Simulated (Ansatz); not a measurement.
The system is GeSbTe3.

```xyz
5
Lattice="2.1035 1.2144 9.8715 -2.1035 1.2144 9.8715 0.0000 -2.4289 9.8715" Properties=species:S:1:pos:R:3 pbc="T T T"
Te    0.0000    0.0000    6.3239
Te    0.0000    0.0000   23.4716
Te    0.0000    0.0000   29.5658
Sb    0.0000    0.0000   11.7776
Ge    0.0000    0.0000   17.7042
```

The cell comes from a database or a generator and needn't be the stable form of this composition.

- Program: Ansatz 0.2.0
- Task: single point
- Functional: PBE
- Potentials or basis: Ansatz PAW
- Cutoff: 420 eV (not typed: the program's choice for these potentials)
- k mesh: 7 × 7 × 7
- Occupations: fermi-dirac, width 0.05 eV
- Spin: no spin polarisation

On this cell: pressure 0.1 GPa; largest force 0.083 eV/Å; band gap on the k mesh none (metal or under the smearing width).

The same run follows on a disturbed copy (atoms moved at random, drawn with an rms of 0.05 Å):

```xyz
5
Lattice="2.1035 1.2144 9.8715 -2.1035 1.2144 9.8715 0.0000 -2.4289 9.8715" Properties=species:S:1:pos:R:3 pbc="T T T"
Te    0.0332    0.0247    6.3301
Te    0.0317   -0.0323   23.4553
Te   -0.0004    0.0016   29.5418
Sb    0.0067   -0.0059   11.8359
Ge   -0.0124    0.0465   17.7086
```

**Question.** What changes?

**Answer.** The energy (extrapolated to zero smearing) moves by +5.0 meV/atom; pressure 0.3 GPa; largest force 0.556 eV/Å; band gap on the k mesh none (metal or under the smearing width).

Forces on the atoms (eV/Å):
```
Te  -0.127  0.009  0.014
Te  -0.063  0.096  0.271
Te   0.069 -0.020  0.140
Sb   0.020 -0.034 -0.555
Ge   0.101 -0.050  0.129
```

Stress tensor (GPa, compression positive):
```
 0.18 -0.02  0.06
-0.02  0.36  0.14
 0.06  0.14  0.45
```
